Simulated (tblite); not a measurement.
# C7H10Si: the cost of one run

The runs use tblite 0.8.0 and PySCF 2.14.0, with density-fitted response routines of our own; the level of theory stands in each step. All values are computed, except where a source is named. Atoms count from 0, in the outputs and in this text.

### 1 The starting structure

18 atoms, charge 0, multiplicity 1; geometry from: force field or distance geometry start.

Bonds of the start (Å): C0–C1 1.48, C1–C2 1.19, C2–C3 1.50, C3–C4 1.26, C4–Si5 1.79, Si5–C6 1.80, C6–C7 1.52, C6–C3 1.43, C0–H8 1.13, C0–H9 1.09, C0–H10 1.11, C4–H11 1.12, Si5–H12 1.47, Si5–H13 1.47, C6–H14 1.14, C7–H15 1.12, C7–H16 1.12, C7–H17 1.09.

### 2 Optimising the geometry with GFN2-xTB

What the job is given:

```
{"job": {"kind": "relax", "xc": "GFN2-xTB", "basis": "xTB"}, "charge": 0, "multiplicity": 1}
C      3.728800    -0.910500    -0.114100
C      2.367200    -0.344800    -0.166300
C      1.264000     0.094300    -0.173600
C     -0.133000     0.633900    -0.202700
C     -0.577000     1.777000    -0.483800
Si    -2.322400     1.463800    -0.225700
C     -1.361200    -0.022100     0.118700
C     -1.787300    -1.174900    -0.772600
H      4.477300    -0.143400     0.235900
H      4.072500    -1.242600    -1.089000
H      3.730500    -1.695400     0.664000
H     -0.055100     2.712900    -0.820100
H     -3.178800     1.431000    -1.420800
H     -2.945200     2.155000     0.915700
H     -1.406100    -0.410200     1.189700
H     -2.421200    -1.848800    -0.143900
H     -2.489300    -0.748600    -1.541300
H     -0.972500    -1.720300    -1.246500
```

On the command line:

```bash
OMP_NUM_THREADS=1 python probes_run.py task.json out
```

This one command runs all jobs of the session in turn.

**Question.** How long does this first job take on 1 thread of Arm Neoverse N1, shared host, and how much memory does it need?

About 1.2 s, with a peak of 0.18 GiB.
